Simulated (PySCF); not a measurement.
**SmI2: other functionals and bases at one geometry**

The task here is to estimate one member of a computed series from the others.

Computed with PySCF 2.14.0. Level: several levels, as the steps say, no spin–orbit coupling.

1 further run of the same task is left out (for a known fault of the program).

### Where the work starts

3 atoms, charge 0, spin multiplicity 1.

Bond lengths: Sm1–I2 3.031 Å, Sm1–I3 3.031 Å. Angles: I2–Sm1–I3 165.6°.

Geometry (Å):

```xyz
3
I2Sm
Sm    0.0000    0.0000   -0.2005
I     3.0068    0.0000    0.1794
I    -3.0068    0.0000    0.1794
```

Formal oxidation states: Sm +2. Each metal's 6 4f electrons lie in its core potential, so multiplicities, spins and levels count the valence alone. An earlier session relaxed this geometry at PBE0, Sm lcecp-0-SVP with ECP52, I def2-SVP with ECP28 (singlet, point group C2v).

At PBE0 on the finer grid: E = -624.436556 Eh, frontier levels not given, since the 4f levels lie in the core, Mulliken charge on Sm1 +0.82 e, largest force component 0.011 eV/Å. 

Levels to run: r2SCAN; HF; PBE0, TZVP. Hardware: 2 threads of Intel Xeon Platinum 8259CL at 2.50GHz (Skylake/Cascade Lake), shared host.

The first run:

Input file run.py (the lines that set the calculation):

```python
mol = gto.M(atom='''
Sm     0.00000     0.00000    -0.20051
I      3.00684     0.00000     0.17937
I     -3.00684     0.00000     0.17937''',
    basis={'Sm': 'lcecp-0-SVP', 'I': 'def2-SVP'},
    ecp={'Sm': 'lcecp-0-SVP', 'I': 'def2-SVP'},
    charge=0, spin=0)
mf = dft.RKS(mol, xc='R2SCAN')
mf.grids.atom_grid = (75, 302)  # f atoms: unpruned, at least (60, 302)
mf = mf.density_fit()  # fitting sets: Sm AutoAux, I def2-universal-JKFIT
mf.conv_tol = 1e-08; mf.max_cycle = 55
mf.kernel(dm0)  # dm0: the density of the relaxed state
```

The run is started by

```bash
OMP_NUM_THREADS=2 python run.py
```

Steps of the session up to this table: r2SCAN; HF; PBE0, TZVP.

One of the session's tables, all rows but one given; the rest of the session is left out.

| level | charge on Sm1 (e) | dipole (D) | largest force component (eV/Å) |
| --- | --- | --- | --- |
| PBE0 (relaxed here) | 0.82 | 2.13 | 0.01 |
| r2SCAN | 0.82 | 2.15 | 0.05 |
| HF | ? | ? | ? |
| PBE0, TZVP | 1.14 | 2.10 | 0.03 |

Q: Estimate the row for HF from the others.

As computed: charge on Sm1 (e): 1.05; dipole (D): 2.35; largest force component (eV/Å): 0.47. In the column «charge on Sm1 (e)» it lies between r2SCAN (0.82) and PBE0, TZVP (1.14).

The largest leftover force, 0.47 eV/Å with HF, stands at a geometry relaxed at another level. With 4f in the core, its levels are missing from HOMO and gap, and its count is fixed, so no charge can pass from the ligands into it. Total energies of different levels can't be compared.
